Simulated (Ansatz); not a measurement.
ClF₂GeH₃Si, SMILES F[Si](F)(Cl)[GeH3], harmonic frequencies at the relaxed geometry

Program: the Python package of Ansatz (0.2.0).

Script `freq.py`:
```python
'''Vibrations of ClF2GeH3Si.'''

import warnings

import ansatz
from ase import Atoms
from ase.thermochemistry import IdealGasThermo
import numpy as np

BASIS = 'def2-SVP'
XC = 'PBE'

GEOMETRY = '''
F    -0.07290   -1.89360    1.43460
Si    0.48840   -1.00970    0.09600
F     2.12700   -0.82370    0.25390
Cl    0.15520   -2.06100   -1.66180
Ge   -0.50020    1.07120   -0.03690
H    -0.19850    1.88300    1.27860
H     0.08930    1.85130   -1.23570
H    -1.99610    0.92540   -0.18440
'''

warnings.simplefilter('ignore', ansatz.DeckWarning)

mol = ansatz.Crystal.molecule()
for line in GEOMETRY.strip().splitlines():
    symbol, *xyz = line.split()
    mol = mol.atom(symbol, [float(v) for v in xyz])

calculation = mol.calculation().basis(gaussian=BASIS).functional(XC)
symbols = [site.symbol for site in mol.cartesian_sites]
start = np.array([site.position_ang for site in mol.cartesian_sites], dtype=float)
def progress(event):
    if event['event'] == 'relax_step':
        row = event['data']
        print(f'step {row["step"]:3d}  E = {row["lagrangian_ev"]:.6f} eV  max force {row["allowed_force_max_ev_ang"]:.4f} eV/A')


summary = calculation.relax(force_tolerance=0.003).session().plan().execute(on_event=progress).report
end = np.array(summary['positions_ang'])

print('final positions (A) and the move of each atom')
for symbol, xyz, old in zip(symbols, end, start):
    print(f'{symbol:2s} {xyz[0]:10.5f} {xyz[1]:10.5f} {xyz[2]:10.5f}   {np.linalg.norm(xyz - old):7.4f}')

# same settings at the minimum
minimum = ansatz.Crystal.molecule()
for symbol, xyz in zip(symbols, end):
    minimum = minimum.atom(symbol, xyz.tolist())
vibrating = minimum.calculation().basis(gaussian=BASIS).functional(XC).phonons(temperatures=(200, 600, 100))
vib = vibrating.run(threads=1).report['vibrations']
sums = vib['harmonic_sums']
modes = [m['omega_inv_cm'] for m in sums['modes_at_gamma'] if m['rigid_motion'] == 'no']
print('frequencies (1/cm):', ' '.join(f'{w:.0f}' for w in modes))
print('imaginary modes:', sum(w < 0 for w in modes), ' zero-point energy:', round(sums['zero_point_energy_ev'], 4), 'eV')
# rigid rotor and ideal gas, symmetry number taken as one
gas = IdealGasThermo(vib_energies=[w / 8065.544 for w in modes if w > 0], geometry='linear' if len(modes) == 3 * len(symbols) - 5 else 'nonlinear',
                     atoms=Atoms(symbols, positions=end), symmetrynumber=1, spin=0.0)
print(f'H(298 K) - E = {gas.get_enthalpy(298.15, verbose=False):.4f} eV')
print(f'S(298 K, 1 bar) = {96485.33 * gas.get_entropy(298.15, 1e5, verbose=False):.1f} J/(mol K) with symmetry number 1')

# all hydrogen replaced by deuterium
heavier = vibrating.phonons(masses={'H': 2.014102}).run(threads=1).report['vibrations']['harmonic_sums']
print('deuterated (1/cm):', ' '.join(f'{m["omega_inv_cm"]:.0f}' for m in heavier['modes_at_gamma'] if m['rigid_motion'] == 'no'))
print('zero-point energy falls by', round(sums['zero_point_energy_ev'] - heavier['zero_point_energy_ev'], 4), 'eV')
```

`python freq.py` gives:
```text
step   1  E = -82364.731059 eV  max force 1.6037 eV/A
step   2  E = -82364.834178 eV  max force 1.0416 eV/A
step   3  E = -82364.822245 eV  max force 1.2159 eV/A
step   4  E = -82364.874986 eV  max force 0.1402 eV/A
step   5  E = -82364.878689 eV  max force 0.0299 eV/A
step   6  E = -82364.879152 eV  max force 0.0115 eV/A
step   7  E = -82364.879267 eV  max force 0.0158 eV/A
step   8  E = -82364.877913 eV  max force 0.2312 eV/A
step   9  E = -82364.879279 eV  max force 0.0004 eV/A
final positions (A) and the move of each atom
F    -0.03937   -1.87338    1.35434    0.0893
Si    0.51501   -1.02066    0.08249    0.0318
F     2.12635   -0.89259    0.28051    0.0739
Cl    0.17169   -2.12985   -1.62301    0.0807
Ge   -0.50489    1.12179   -0.01727    0.0545
H    -0.20723    1.90523    1.28389    0.0245
H     0.06317    1.89061   -1.23372    0.0472
H    -2.03252    0.94176   -0.18293    0.0400
frequencies (1/cm): 91 95 123 208 216 266 394 461 467 587 761 841 844 859 926 2092 2110 2111
imaginary modes: 0  zero-point energy: 0.834 eV
H(298 K) - E = 1.0744 eV
S(298 K, 1 bar) = 378.1 J/(mol K) with symmetry number 1
deuterated (1/cm): 65 93 119 206 213 261 344 352 397 536 590 600 606 853 925 1483 1505 1506
zero-point energy falls by 0.1734 eV
```

Notes:
- Total energies depend on the basis set; only differences at equal settings carry meaning.
- The frequencies are harmonic and unscaled, in a modest basis. The result belongs to the one conformer reached from this start, and soft torsions count as harmonic oscillators.
- The entropy takes a symmetry number of 1; a symmetric molecule's is lower by R ln(sigma).
- Hardware and time: 2.3 min on 1 thread of Intel(R) Xeon(R) 6975P-C (Granite Rapids) (shared host), peak memory 0.28 GiB.

(A comment or docstring line of the script was reworded after the run, the code is as it ran; lines on the test bed's own set-up are left out of the output.)
